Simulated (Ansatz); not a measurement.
# ZnMo3: the cost of one run

Computed with Ansatz 0.2.0 (DFT PBE, scalar-relativistic, plane waves, PAW, unless a step's input says otherwise).

## Step 1: The starting structure

Symmetry: Pm-3m, No. 221, cubic system. The conventional cell has a = 3.943 Å, b = 3.943 Å, c = 3.943 Å, α = 90.00°, β = 90.00°, γ = 90.00°. Zn (site symmetry m-3m) is surrounded by 12 Mo at 2.79 Å. Mo (site symmetry 4/mmm) has 4 Zn at 2.79 Å and 8 Mo at 2.79 Å as nearest neighbours.

Coordinates:

```cif
data_structure
_symmetry_space_group_name_H-M 'Pm-3m'
_symmetry_Int_Tables_number 221
_cell_length_a 3.9432
_cell_length_b 3.9432
_cell_length_c 3.9432
_cell_angle_alpha 90.000
_cell_angle_beta 90.000
_cell_angle_gamma 90.000
_cell_volume 61.31
loop_
_atom_site_label
_atom_site_type_symbol
_atom_site_symmetry_multiplicity
_atom_site_Wyckoff_symbol
_atom_site_fract_x
_atom_site_fract_y
_atom_site_fract_z
_atom_site_occupancy
Zn1 Zn 1 a 0.00000 0.00000 0.00000 1
Mo1 Mo 3 c 0.00000 0.50000 0.50000 1
```

This is candidate A: structure listed in a database for this formula (Pm-3m, No. 221).

(A quick probe on a coarse mesh, which set the mesh and smearing, is not shown.)

## Step 3: Relaxing cell and atoms (candidate A)

The input, input.yaml:

```yaml
crystal:
  lattice:
    - [3.943154, 0.0, 0.0]
    - [0.0, 3.943154, 0.0]
    - [0.0, 0.0, 3.943154]
  atoms:
    - { symbol: Zn, position: [0.0, 0.0, 0.0] }
    - { symbol: Mo, position: [0.0, 0.5, 0.5] }
    - { symbol: Mo, position: [0.5, 0.0, 0.5] }
    - { symbol: Mo, position: [0.5, 0.5, 0.0] }
basis:
  ecutwfc: 420
kpoints:
  mp_grid: { grid: [12, 12, 12] }
hamiltonian:
  xc: pbe
scf:
  occupations: { method: gaussian, width: 0.1 }
output:
  forces: true
  stress: true
  eigenvalues: true
relax:
  adjacent_minimum: "off"
  f_tol: 0.01
  max_steps: 80
  cell: { stress_tol: 0.05 }
```

The run is started by

```bash
$ ansatz run input.yaml --threads 1 --pin off --max-ram 2560MiB --backend cpu --events-out ev --progress --plain --runs-dir out
```

Q: Estimate wall time and peak memory on 1 thread of Arm Neoverse V1, shared host.

About 41 s, with a peak of 0.42 GiB.
